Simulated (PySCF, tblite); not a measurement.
# C₄H₁₄GeSSi: geometry, infrared bands and NMR shifts

What infrared bands and NMR shifts should C₄H₁₄GeSSi (`[SiH3]CCCC[S][GeH3]`) show?

Computed with tblite 0.8.0 and PySCF 2.14.0, with density-fitted response routines of our own, on a single molecule in the gas phase. Atoms count from 0, in the outputs and in this text.

## Step 1: The molecule as given

21 atoms, charge 0, multiplicity 1; geometry from: force field or distance geometry start.

Bonds of the start (Å): Si0–C1 1.83, C1–C2 1.51, C2–C3 1.52, C3–C4 1.51, C4–S5 1.78, S5–Ge6 2.21, Si0–H7 1.48, Si0–H8 1.48, Si0–H9 1.46, C1–H10 1.11, C1–H11 1.13, C2–H12 1.13, C2–H13 1.12, C3–H14 1.11, C3–H15 1.09, C4–H16 1.12, C4–H17 1.13, Ge6–H18 1.52, Ge6–H19 1.57, Ge6–H20 1.57.

## Step 2: Geometry optimisation with GFN2-xTB

Job settings and geometry (Å):

```
{"job": {"kind": "relax", "xc": "GFN2-xTB", "basis": "xTB"}, "charge": 0, "multiplicity": 1}
Si    -2.976200    -0.186300    -0.573100
C     -1.799400    -0.446300     0.800800
C     -0.699400     0.593300     0.807800
C      0.113800     0.624400    -0.470800
C      0.810500    -0.696400    -0.697000
S      1.943300    -1.186700     0.586400
Ge     3.714100     0.115300     0.799800
H     -3.181300    -1.403900    -1.391000
H     -4.305200     0.144000    -0.005200
H     -2.615600     0.951200    -1.415500
H     -2.367300    -0.411900     1.757000
H     -1.369900    -1.490100     0.712700
H     -1.211000     1.593500     0.924300
H     -0.028300     0.382600     1.681700
H      0.810500     1.488500    -0.498000
H     -0.591800     0.777800    -1.291200
H      0.003700    -1.462400    -0.814000
H      1.279700    -0.651200    -1.729000
H      4.082400     0.859400    -0.477100
H      4.913200    -0.769300     1.309600
H      3.465400     1.191500     1.922200
```

On the command line:

```console
$ OMP_NUM_THREADS=1 python probes_run.py task.json out
```

This one command runs all jobs of the session in turn.

**Question.** This job is followed by: GFN2-xTB harmonic vibrations, gas phase; GIAO PBE0/pcSseg-1 NMR shielding, non-relativistic, gas phase. Predict these results of the whole session: strongest single infrared mode (GFN2-xTB); zero-point energy (GFN2-xTB); ¹³C shifts against TMS (PBE0/pcSseg-1); ¹H shifts against TMS (PBE0/pcSseg-1, means over atoms taken as alike); ²⁹Si shifts against TMS (PBE0/pcSseg-1); ³³S shifts against CS2 (PBE0/pcSseg-1); ⁷³Ge shifts against GeMe4 (PBE0/pcSseg-1).

As calculated:

```
                                                              quantity                                   value
                             strongest single infrared mode (GFN2-xTB)                    753 cm⁻¹, 581 km/mol
                                          zero-point energy (GFN2-xTB)                           99.5 kcal/mol
                                ¹³C shifts against TMS (PBE0/pcSseg-1)               32.8, 30.3, 23.4, 5.2 ppm
¹H shifts against TMS (PBE0/pcSseg-1, means over atoms taken as alike)  4.32, 3.79, 2.71, 1.99, 1.56, 0.91 ppm
                               ²⁹Si shifts against TMS (PBE0/pcSseg-1)                               -74.3 ppm
                                ³³S shifts against CS2 (PBE0/pcSseg-1)                                -204 ppm
                             ⁷³Ge shifts against GeMe4 (PBE0/pcSseg-1)                                -173 ppm
```

What this shows: Over 127 steps the energy fell by 0.681 eV; of the close pairs, Ge6–H19 changed most, 1.575 to 1.495 Å. No mode is imaginary among the 57: a minimum at this level. The strongest single mode, at 753 cm⁻¹, is spread over several atoms, H18, H19, H20 among them. Unscaled tight-binding wavenumbers are off by several per cent, some by more. Its intensities can rank the bands wrongly. At PBE0/pcSseg-1: The largest span, 354 ppm, is at S5, where the paramagnetic term is -350 ppm. Spin-orbit coupling is left out, which matters for shieldings and couplings at and beside the heavy atoms.
